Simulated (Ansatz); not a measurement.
**CH6BNSi: small, medium and large basis sets**

One table from this session's results is given with a row withheld; the runs are named, their logs left out.

Method: one geometry, several basis sets; program: Ansatz 0.2.0, Gaussian basis.

The runs, in order: PBE0-D4/def2-SVP; ωB97M-V/def2-SVP; PBE0-D4/def2-QZVPP; ωB97M-V/def2-QZVPP; the functionals' def2-TZVPP values are taken from earlier runs.

## The geometry

An earlier PBE0-D4 in a triple-zeta def2 set relaxation fixed the geometry.

10 atoms, charge 0, spin multiplicity 1.

Atoms are counted from 1 here; the program's logs count them from 0.

Bond lengths: B1–N4 1.459 Å, B1–H5 1.193 Å, B1–H6 1.196 Å, Si2–C3 1.922 Å, Si2–N4 2.024 Å, Si2–H7 1.518 Å, C3–N4 1.444 Å, C3–H8 1.084 Å, C3–H9 1.086 Å, N4–H10 1.010 Å. Angles: N4–B1–H5 117.4°, N4–B1–H6 116.2°, H5–B1–H6 123.8°, C3–Si2–N4 42.8°, C3–Si2–H7 97.3°, N4–Si2–H7 89.4°, Si2–C3–N4 72.3°, Si2–C3–H8 121.6°, Si2–C3–H9 116.0°, N4–C3–H8 113.8°, N4–C3–H9 112.1°, H8–C3–H9 113.9°, B1–N4–Si2 78.5°, B1–N4–C3 120.4°, B1–N4–H10 120.1°, Si2–N4–C3 64.8°, Si2–N4–H10 108.6°, C3–N4–H10 115.4°.

Set-up of the first run:

Contents of in.yaml:

```yaml
crystal:
  periodic: [false, false, false]
  atoms:
    - {symbol: B, position_ang: [-1.143596, 0.276802, -0.747974]}
    - {symbol: Si, position_ang: [0.448451, 1.284113, 0.474779]}
    - {symbol: C, position_ang: [0.465181, -0.564666, 0.999469]}
    - {symbol: N, position_ang: [0.032154, -0.503974, -0.377190]}
    - {symbol: H, position_ang: [-1.276262, 0.554041, -1.900228]}
    - {symbol: H, position_ang: [-2.035894, 0.298328, 0.047566]}
    - {symbol: H, position_ang: [1.788793, 1.293776, -0.236857]}
    - {symbol: H, position_ang: [1.393301, -1.106256, 1.142050]}
    - {symbol: H, position_ang: [-0.333107, -0.877354, 1.666303]}
    - {symbol: H, position_ang: [0.743879, -0.706009, -1.064917]}
basis:
  gaussian: {orbitals: def2-SVP}
hamiltonian: {xc: pbe0, dispersion: d4}
output: {orbitals: {seedname: orbitals}}
```

Launch:

```console
> ansatz run in.yaml --threads 2 --pin off --events-out ev --progress --plain --max-ram 4352MiB
```

Steps of the session up to this table: PBE0-D4 in def2-SVP; ωB97M-V in def2-SVP; PBE0-D4 in def2-QZVPP; ωB97M-V in def2-QZVPP.

One of the session's tables, all rows but one given; the rest of the session is left out.

It belongs to the step «Density functionals: the series». 

```
functional       basis  HOMO (eV)
   PBE0-D4    def2-SVP      -6.64
   PBE0-D4  def2-TZVPP      -6.68
   PBE0-D4  def2-QZVPP      -6.69
   ωB97M-V    def2-SVP      -8.62
   ωB97M-V  def2-TZVPP      -8.70
   ωB97M-V  def2-QZVPP          ?
```

**Question.** Estimate the row for ωB97M-V, def2-QZVPP.

**Answer.** HOMO (eV): -8.71. In the column «HOMO (eV)» it is the lowest.
